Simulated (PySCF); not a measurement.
# Hg: basis, grid and Hamiltonian

Aim: see how much the energy and properties of Hg depend on the numerical set-up.

Program: PySCF 2.14.0. Level of theory: each script names its method and basis. These are calculated values, not measurements.

## (1) The atom

Hg: 1 atom, charge 0, spin multiplicity 1.

## (2) The run that the others are compared with

The input, input.py:

```python
from pyscf import gto, scf, mcscf

mol = gto.M(
    atom='Hg 0 0 0',
    basis='jorge-tzp-dkh',
    charge=0,
    spin=0,
    verbose=4,
)
mf = scf.RHF(mol)
mf = mf.sfx2c1e()
mf.kernel()
mc = mcscf.CASCI(mf, 4, 6)
mc.kernel()
mc.analyze()
mf.dip_moment()
print('orbital energies (hartree):', mf.mo_energy[..., max(0, mol.nelec[1]-3):mol.nelec[0]+3].round(4))
```

Started as:

```bash
python input.py
```

The log of this run is left out.

Base result: E(SCF) = -19601.228307 Eh, 8 cycles, E(CAS) − E(SCF) = -0.00112 Eh.

## (3) Sbkjc (core potential on, X2C off)

Edit 1 changes basis set: jorge-tzp-dkh → sbkjc; core potential: off → on; spin-free X2C: on → off. The core potential changes with it: totals don't compare.

The input, input.py:

```python
from pyscf import gto, scf, mcscf

mol = gto.M(
    atom='Hg 0 0 0',
    basis='sbkjc',
    ecp={'Hg': 'sbkjc'},
    charge=0,
    spin=0,
    verbose=4,
)
mf = scf.RHF(mol)
mf.kernel()
mc = mcscf.CASCI(mf, 4, 6)
mc.kernel()
mc.analyze()
mf.dip_moment()
print('orbital energies (hartree):', mf.mo_energy[..., max(0, mol.nelec[1]-3):mol.nelec[0]+3].round(4))
```

Started as:

```bash
python input.py
```

## (4) Density fitting auto

Edit 2 changes density fitting: none → auto.

input.py, as its differences from that of step 2:

```diff
@@ -11,2 +11,3 @@
 mf = mf.sfx2c1e()
+mf = mf.density_fit()
 mf.kernel()
```

## (5) X2c-svpall

Edit 3 changes basis set: jorge-tzp-dkh → x2c-svpall.

input.py, as its differences from that of step 2:

```diff
@@ -4,3 +4,3 @@
     atom='Hg 0 0 0',
-    basis='jorge-tzp-dkh',
+    basis='x2c-svpall',
     charge=0,
```

## (6) Def2-svpd (core potential on, X2C off)

Edit 4 changes basis set: jorge-tzp-dkh → def2-svpd; core potential: off → on; spin-free X2C: on → off. The core potential changes with it: totals don't compare.

input.py, as its differences from that of step 2:

```diff
@@ -4,3 +4,4 @@
     atom='Hg 0 0 0',
-    basis='jorge-tzp-dkh',
+    basis='def2-svpd',
+    ecp={'Hg': 'def2-svpd'},
     charge=0,
@@ -10,3 +11,2 @@
 mf = scf.RHF(mol)
-mf = mf.sfx2c1e()
 mf.kernel()
```

## (7) Spin-free X2C off

Edit 5 changes spin-free X2C: on → off.

input.py, as its differences from that of step 2:

```diff
@@ -10,3 +10,2 @@
 mf = scf.RHF(mol)
-mf = mf.sfx2c1e()
 mf.kernel()
```

Before running it: what results should come out? Wanted: for each run, E(SCF); from base; gap; after the SCF.

**Answer**, as computed:

```
                                   run  E(SCF) (hartree)  from base (eV)  cycles  gap (eV)  functions                after the SCF
                                  base     -19601.228307               0       8     12.81         82  CASCI correlation -0.030 eV
    sbkjc (core potential on, X2C off)       -152.844884  not comparable       9     10.29         31  CASCI correlation -0.079 eV
                  density fitting auto     -19601.231029         -0.0741       8     12.81         82  CASCI correlation -0.030 eV
                            x2c-svpall     -19622.396948       -576.0281       7     10.29         69  CASCI correlation -0.037 eV
def2-svpd (core potential on, X2C off)       -152.550406  not comparable       7     11.08         35  CASCI correlation -0.100 eV
       spin-free X2C off (poor choice)     -17994.212368  not comparable       8     11.59         82  CASCI correlation -0.202 eV
```

In words: Of the runs whose energies can be compared, “x2c-svpall” moves the SCF energy most (-576.028 eV). x2c-svpall (69 functions) gives an energy 576.03 eV lower than jorge-tzp-dkh (82); size alone doesn't order basis sets of different families. Rows marked «poor choice» come from settings spoiled on purpose.
